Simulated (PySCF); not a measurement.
# C3H5FTe: the cost of one run

Programs: PySCF 2.14.0, with routines of our own; each step states its level. All values are computed. Atoms count from 0.

## 1. The starting structure

10 atoms, charge 0, multiplicity 1; geometry from: GFN2-xTB.

## 2. Relaxing the molecule at PBE0-D3(BJ)/def2-SVP

What the job is given:

```
{"job": {"xc": "PBE0", "basis": "def2-SVP", "d3": "d3bj", "grid": 1, "maxiter": 30, "shake": 0.01, "kind": "geom"}, "charge": 0, "multiplicity": 1}
C     -1.412120     0.655500     0.261940
C     -0.541460    -0.290750     0.306890
F     -0.490380    -1.080570     1.403710
C      0.539280    -0.630260    -0.671130
Te     2.455430    -0.375880     0.254980
H     -1.500640     1.329480    -0.600810
H     -2.116580     0.839440     1.062940
H      0.478490    -1.683420    -0.920490
H      0.423110    -0.031890    -1.548780
H      2.215310     1.247430     0.429680
```

Run with:

```sh
$ OMP_NUM_THREADS=1 python heavy_run.py task.json out
```

One launch serves the whole session: the jobs run in the order shown.

Q: Estimate the wall time and peak memory of this first job on 1 thread of Arm Neoverse V2, shared host.

About 25 s, with a peak of 0.44 GiB.
